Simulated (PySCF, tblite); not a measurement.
# C₇H₇F₂ radical: geometry, infrared bands and EPR parameters

What infrared bands and EPR parameters should C₇H₇F₂ radical (`C=C(F)/C=C(C)\C=[C]/F`) show?

Computed with tblite 0.8.0 and PySCF 2.14.0, with density-fitted response routines of our own, on a single molecule in the gas phase. Atoms count from 0, in the outputs and in this text.

**1. Starting geometry**

16 atoms, charge 0, multiplicity 2; geometry from: force field or distance geometry start.

Bonds of the start (Å): C0–C1 1.35, C1–F2 1.35, C1–C3 1.44, C3–C4 1.35, C4–C5 1.52, C4–C6 1.45, C6–C7 1.30, C7–F8 1.34, C0–H9 1.08, C0–H10 1.08, C3–H11 1.09, C5–H12 1.10, C5–H13 1.10, C5–H14 1.10, C6–H15 1.09.

**2. Relaxing the molecule with GFN2-xTB**

What the job is given:

```
{"job": {"kind": "relax", "xc": "GFN2-xTB", "basis": "xTB"}, "charge": 0, "multiplicity": 2}
C      3.060200    -0.576900    -0.322900
C      1.899900    -0.009600     0.065400
F      1.995500     1.029500     0.924600
C      0.600900    -0.466500    -0.363500
C     -0.629000    -0.013600    -0.032800
C     -1.845100    -0.692400    -0.645700
C     -0.887500     1.114300     0.847200
C     -2.075900     1.545000     1.145100
F     -3.310400     1.977000     1.438700
H      3.991500    -0.181100     0.043000
H      3.079900    -1.420600    -1.001700
H      0.648800    -1.327300    -1.034600
H     -2.490400    -1.100900     0.151700
H     -1.561100    -1.525300    -1.302800
H     -2.424300     0.023000    -1.244800
H     -0.060600     1.634300     1.321500
```

On the command line:

```
> OMP_NUM_THREADS=1 python probes_run.py task.json out
```

The driver reads the jobs from task.json and runs them one after another.

Output:

```text
step      E/eV     max force
  0    -757.44605    1.528
  1    -757.50039    1.056
  2    -757.51611    0.584
  3    -757.52213    0.287
  4    -757.52827    0.257
  5    -757.53189    0.206
  6    -757.53444    0.118
  7    -757.53687    0.190
  8    -757.54025    0.296
  9    -757.54778    0.515
 10    -757.53220    1.278
 11    -757.56683    0.684
 12    -757.58560    0.729
 13    -757.51500    1.872
 14    -757.52797    0.652
 15    -757.53270    0.179
 16    -757.53439    0.135
 17    -757.52102    1.864
 18    -757.54855    0.576
 19    -757.50381    2.317
 20    -757.59006    0.793
 21    -757.63524    1.134
 22    -757.49451    2.285
 23    -757.67294    1.554
 24    -757.68975    1.609
 25    -757.71327    1.849
 26    -757.73251    1.666
 27    -757.77710    1.334
 28    -757.83486    1.404
 29    -757.87185    0.462
 30    -757.88177    0.414
 31    -757.89633    0.374
 32    -757.90048    0.306
 33    -757.90583    0.157
 34    -757.90851    0.180
 35    -757.91198    0.226
 36    -757.91543    0.243
 37    -757.91909    0.286
 38    -757.92225    0.293
 39    -757.92513    0.273
 40    -757.92766    0.219
 41    -757.92964    0.242
 42    -757.93097    0.208
 43    -757.93186    0.174
 44    -757.93257    0.173
 45    -757.93326    0.158
 46    -757.93394    0.141
 47    -757.93447    0.118
 48    -757.93480    0.053
 49    -757.93498    0.051
 50    -757.93511    0.062
 51    -757.93524    0.056
 52    -757.93532    0.034
 53    -757.93537    0.019
 54    -757.93541    0.028
 55    -757.93546    0.040
 56    -757.93550    0.027
 57    -757.93552    0.012
 58    -757.93554    0.013
 59    -757.93555    0.023
 60    -757.93557    0.027
 61    -757.93559    0.021
 62    -757.93561    0.011
 63    -757.93563    0.010
```

Wall time 0.31 s (1 thread of Arm Neoverse V2, shared host).

Relaxation path: (not every step is listed) (the energy doesn't fall at every step)

```
step  energy from step 0 (eV)  largest force (eV/Å)
   0                   0.0000                1.5284
   1                  -0.0543                1.0556
   2                  -0.0701                0.5844
   3                  -0.0761                0.2868
   4                  -0.0822                0.2574
   5                  -0.0858                0.2056
   6                  -0.0884                0.1178
   7                  -0.0908                0.1902
   8                  -0.0942                0.2962
  13                  -0.0689                1.8723
  18                  -0.1025                0.5761
  23                  -0.2269                1.5541
  28                  -0.3888                1.4043
  33                  -0.4598                0.1565
  38                  -0.4762                0.2935
  43                  -0.4858                0.1741
  48                  -0.4887                0.0528
  53                  -0.4893                0.0194
  58                  -0.4895                0.0129
  59                  -0.4895                0.0234
  60                  -0.4895                0.0271
  61                  -0.4895                0.0210
  62                  -0.4896                0.0107
  63                  -0.4896                0.0100
```

Distances of close pairs at the start and the end, largest changes first:

```
  bond  before (Å)  after (Å)  change (Å)
 C4–C5       1.522      1.496      -0.025
 C7–F8       1.340      1.321      -0.020
 C0–C1       1.349      1.332      -0.016
C5–H12       1.104      1.089      -0.015
 C4–C6       1.454      1.468      +0.014
C5–H13       1.098      1.086      -0.012
C0–H10       1.083      1.073      -0.010
C3–H11       1.093      1.083      -0.010
```

The final coordinates are the input of the step that follows.

**3. Vibrational analysis with GFN2-xTB**

What the job is given:

```
{"job": {"kind": "ir", "xc": "GFN2-xTB", "basis": "xTB"}, "charge": 0, "multiplicity": 2}
C      3.036635    -0.588289    -0.333622
C      1.902095    -0.019278     0.071354
F      2.004898     1.032429     0.921492
C      0.583656    -0.442577    -0.330622
C     -0.638143     0.025826    -0.009436
C     -1.864250    -0.613237    -0.581585
C     -0.860041     1.160876     0.894197
C     -2.009893     1.672091     1.252437
F     -3.269659     1.394402     0.970301
H      3.988458    -0.221702     0.004651
H      3.029141    -1.424074    -1.005908
H      0.624356    -1.286014    -1.008041
H     -2.503750    -0.985563     0.217926
H     -1.607364    -1.441065    -1.236612
H     -2.440093     0.116200    -1.150087
H      0.016357     1.628920     1.312145
```

Output:

```text
mode    cm-1     km/mol
  1      34.2      0.26
  2      41.5      3.04
  3     144.6      1.48
  4     162.7      0.29
  5     189.0      0.35
  6     192.9      0.54
  7     275.9      2.28
  8     292.8      1.21
  9     345.0      1.69
 10     414.8      1.79
 11     475.6      2.06
 12     568.2      2.71
 13     572.4     11.12
 14     686.8      0.91
 15     689.0      3.94
 16     803.3     10.85
 17     806.0     27.13
 18     837.8      8.84
 19     852.8     21.14
 20     899.9     32.39
 21     948.5     21.29
 22    1022.4     11.38
 23    1031.3     32.69
 24    1048.9    174.27
 25    1190.9     27.20
 26    1272.0     16.16
 27    1276.8     91.89
 28    1317.5     23.24
 29    1382.7      7.92
 30    1402.7     12.86
 31    1473.1      5.55
 32    1483.7     10.03
 33    1619.0    162.01
 34    1647.1     54.57
 35    1724.4    202.29
 36    3008.3     14.98
 37    3022.7     11.72
 38    3049.3     11.88
 39    3059.1     27.96
 40    3110.1      2.06
 41    3138.2      0.00
 42    3178.9     15.09
```

It took 0.39 s on 1 thread of Arm Neoverse V2, shared host.

The strongest bands and the atoms that carry them (share of the mass-weighted mode):

```
cm⁻¹  km/mol                                  atoms
 900    32.4                       F2 33 %, C0 12 %
1031    32.7  H13 16 %, C5 14 %, H12 10 %, H14 10 %
1049   174.3   F8 26 %, C7 19 %, H13 16 %, H15 11 %
1277    91.9                      C1 59 %, H11 11 %
1619   162.0                       C3 44 %, C4 43 %
1647    54.6                       C1 50 %, C0 40 %
1724   202.3                       C7 54 %, C6 36 %
3059    28.0                               H11 84 %
```

**4. EPR parameters: B3LYP/pcH-1**

Same as in step 3 but for these lines:

```diff
@@ -1,2 +1,2 @@
-{"job": {"kind": "ir", "xc": "GFN2-xTB", "basis": "xTB"}, "charge": 0, "multiplicity": 2}
+{"job": {"kind": "epr", "basis": "pcH-1"}, "charge": 0, "multiplicity": 2}
 C      3.036635    -0.588289    -0.333622
```

With the program's defaults for keys left out, this is: UKS B3LYP, pcH-1 on C F H, non-relativistic, mean-field spin-orbit, GIAO.

Output:

```text
UKS, coarse grid
  cycle   1  E = -470.42302808  |g| = 5.14e-01
  cycle   2  E = -470.29772380  |g| = 7.55e-01
  cycle   3  E = -470.52414672  |g| = 9.74e-02
  cycle   4  E = -470.52849421  |g| = 4.82e-02
  cycle   5  E = -470.52950902  |g| = 1.81e-02
  cycle   6  E = -470.52966645  |g| = 6.04e-03
  cycle   7  E = -470.52970237  |g| = 2.93e-03
  cycle   8  E = -470.52971851  |g| = 1.89e-03
  cycle   9  E = -470.52972891  |g| = 1.08e-03
  cycle  10  E = -470.52973213  |g| = 7.34e-04
UKS, final grid
  cycle   1  E = -470.52968684  |g| = 1.11e-03
  cycle   2  E = -470.52968555  |g| = 2.16e-03
  cycle   3  E = -470.52968792  |g| = 2.63e-04
  cycle   4  E = -470.52968807  |g| = 2.01e-04
  cycle   5  E = -470.52968836  |g| = 1.24e-04
  cycle   6  E = -470.52968837  |g| = 2.12e-05
  cycle   7  E = -470.52968837  |g| = 9.44e-06
E = -470.52968837 Eh   <S^2> = 0.7657 (exact 0.7500)
g shifts (ppm)      1          2          3
  rmc          -224       -224       -224
  gc             29         23       -104
  oz_so        -126         45       2390
  total        -320       -156       2062
hyperfine (MHz)  atom isotope    a_iso     a_fc   dipolar eigenvalues
    0   13C      -2.98      -2.98     -5.58      2.59      2.99
    1   13C       4.86       4.86     -1.51     -0.89      2.40
    2   19F       9.99       9.99     -5.82      1.71      4.11
    3   13C       0.71       0.71     -9.60      3.21      6.39
    4   13C      59.10      59.10     -8.61      0.56      8.05
    5   13C      -2.20      -2.20     -0.61     -0.59      1.20
    6   13C      79.18      79.18    -23.69     -0.75     24.44
    7   13C     574.28     574.28    -81.68    -48.70    130.38
    8   19F     396.13     396.13   -295.84   -213.44    509.29
    9    1H       2.34       2.34     -1.33     -0.31      1.64
   10    1H       2.26       2.26     -1.27     -0.26      1.53
   11    1H      10.42      10.42     -1.20     -1.12      2.33
   12    1H       3.91       3.91     -2.79     -2.03      4.81
   13    1H       2.26       2.26     -1.13     -1.13      2.26
   14    1H       3.91       3.91     -2.79     -2.03      4.81
   15    1H      55.00      55.00     -8.66     -7.14     15.80
```

Run time: 79 s. Hardware: 1 thread of Arm Neoverse V2, shared host; peak memory 0.97 GiB.

Principal g values 2.00200, 2.00216, 2.00438; g(iso) = 2.00285, against 2.00232 for a free electron.

Hyperfine couplings; where a row names several nuclei, a(iso) is their mean (it holds for fast rotation or exchange) and the dipolar term the largest among them:

```
       nuclei  isotope  a(iso) (MHz)  a(iso) (G, at g = 2.0023)  largest dipolar term (MHz)
           C7      13C         574.3                      204.9                       130.4
           F8      19F         396.1                      141.3                       509.3
           C6      13C          79.2                       28.3                        24.4
           C4      13C          59.1                       21.1                        -8.6
          H15       1H          55.0                       19.6                        15.8
          H11       1H          10.4                        3.7                         2.3
           F2      19F          10.0                        3.6                        -5.8
           C1      13C           4.9                        1.7                         2.4
H12, H13, H14       1H           3.4                        1.2                         4.8
           C0      13C          -3.0                       -1.1                        -5.6
           H9       1H           2.3                        0.8                         1.6
          H10       1H           2.3                        0.8                         1.5
           C5      13C          -2.2                       -0.8                         1.2
           C3      13C           0.7                        0.3                        -9.6
```

Mulliken spin populations:

C0 -0.04; C1 0.02; F2 0.00; C3 -0.05; C4 0.10; C5 -0.01; C6 -0.12; C7 0.98; F8 0.09; H9 0.00; H10 0.00; H11 0.00; H12 0.00; H13 0.00; H14 0.00; H15 0.02

In first order the couplings over 0.8 MHz of 19F, 1H give 248 distinct lines over 173.5 G, if the averaged nuclei exchange fast.

The fields below are evaluated on a grid from the run's orbitals.

ELF in a plane through or near 14 of the atoms.

Ten even steps from '0' (0.00) to '9' (1.00):
```
0000000000000000000000000000
0000000000000000000000000000
0000000000000000002320000000
0000000000000031016862000000
0000000024430198148960000000
0000000068871299458951100000
0000471058383198285167730000
0004998116751062784464830000
0007999543330058553386820000
0005999383395633710067400000
0001466766572545642001100000
0000069961174547826500000000
0000099980399704474510000000
0000199960599707964300000000
0000037800399229994100000000
0000000000053049994000000000
0000000000000007861000000000
0000000000000000100000000000
0000000000000000000000000000
0000000000000000000000000000
```
The map spans 13.1 Å across and 9.5 Å up, centred on the molecule. Atoms in the plane (x, y in Å): C0 (-3.1, -0.1), C1 (-1.9, 0.4), F2 (-1.7, 1.7), C3 (-0.7, -0.4), C4 (0.6, -0.1), C5 (1.7, -1.2), C6 (1.1, 1.3), C7 (2.4, 1.7), F8 (3.5, 1.1), H9 (-4.0, 0.6), H10 (-3.3, -1.1), H11 (-0.9, -1.5), H13 (1.2, -2.2), H15 (0.4, 2.1).

On the surface of density 0.002 e/bohr³ the electrostatic potential runs, from the 1st to the 99th percentile, from -0.69 V near F2 to 1.15 V near H11.

The spin density lies nearest to C7 68 %; F8 11 %; C4, C6 about 6 % each (both signs).

**5. What came out**

```
                                 quantity                  value
strongest single infrared mode (GFN2-xTB)  1724 cm⁻¹, 202 km/mol
             zero-point energy (GFN2-xTB)          72.5 kcal/mol
                           g(iso) (B3LYP)                2.00285
                                     ⟨S²⟩     0.766 (exact 0.75)
       largest a(iso) (averaged by class)   13C on C7, 574.3 MHz
    surface potential, 1st and 99th percentile     -0.69 V and 1.15 V
```

What this shows: The optimisation took 63 steps and gained 0.490 eV; among the close pairs (by a distance rule), C4–C5 changed most, from 1.522 to 1.496 Å. No mode is imaginary among the 42: a minimum at this level. The strongest single mode, at 1724 cm⁻¹, moves mainly C7 and C6. GFN2-xTB is a fitted tight-binding method: band positions and strengths are rough. Its intensities can rank the bands wrongly. Most of the unpaired spin sits on C7 (0.98 e). The isotropic g lies 0.5 ppt above the free-electron value.
